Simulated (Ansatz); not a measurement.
# AlAs+ (sextet): from Hartree-Fock to the top rungs, cc-pVDZ

One table from this session's results is given with a row withheld; the runs are named, their logs left out.

Method: cc-pVDZ, core rule «outside noble gas», up to 19 orbitals frozen; program: Ansatz 0.2.0, Gaussian basis.

Plan: UHF; CCSD(T) on ROHF; CCSD(T) on UHF; BCCD(T) on ROHF; CISD; CCSDT(Q) on ROHF; CCSDT(Q) on UHF.

22 further runs of the same task are left out: 2 for a known fault of the program, 14 that didn't finish, 6 set aside as unsound or not needed.

### The geometry

The geometry is a PBE0/def2-TZVP stationary point (not a proven minimum) of the parent state, kept for this charge and spin. No spin-orbit coupling is included. The filled d shell of As may be among the frozen orbitals whatever the setting's name suggests; the logs give the count.

2 atoms, charge 1, spin multiplicity 6.

Atoms are counted from 1 here; the program's logs count them from 0.

Bond lengths: Al1–As2 2.582 Å.

The first run:

in.yaml

```yaml
crystal:
  periodic: [false, false, false]
  atoms:
    - {symbol: Al, position_ang: [0.000000, 0.000000, 0.000000]}
    - {symbol: As, position_ang: [0.000000, 0.000000, 2.582200]}
basis:
  gaussian: {orbitals: cc-pVDZ}
total_charge: 1
magnetization: {spin_polarized: true, initial_magnetization: 5}
hamiltonian: {xc: hf}
output: {orbitals: {seedname: orbitals}}
```

Started as:

```console
$ ansatz run in.yaml --threads 1 --pin off --events-out ev --progress --plain --max-ram 2393MiB
```

Steps of the session up to this table: UHF; CCSD(T) on ROHF; CCSD(T) on UHF; BCCD(T) on ROHF; CISD; CCSDT(Q) on ROHF; CCSDT(Q) on UHF.

One table of the session follows, with a row left open; its other results are not shown here.

| method | from UCCSDT(Q) (kJ/mol) |
| --- | --- |
| ROHF | ? |
| UHF | +217.2 |
| RMP2 | +54.0 |
| UMP2 | +52.8 |
| CISD | +10.1 |
| RCCSD | +7.6 |
| UCCSD | +5.8 |
| RCCSD(T) | +3.2 |
| UCCSD(T) | +1.5 |
| BCCD(T) | +3.2 |
| RCCSDT | +2.0 |
| UCCSDT | +0.3 |
| RCCSDT(Q) | +1.7 |
| UCCSDT(Q) | 0 |

Estimate the missing values for ROHF.

**Answer.** from UCCSDT(Q) (kJ/mol): +220.6. In the column «from UCCSDT(Q) (kJ/mol)» it is the highest.

Limits of these values: Restricted and unrestricted rows rest on different reference determinants; where their highest levels disagree by more than a few hundredths of an eV, they describe different states and don't form one ladder.
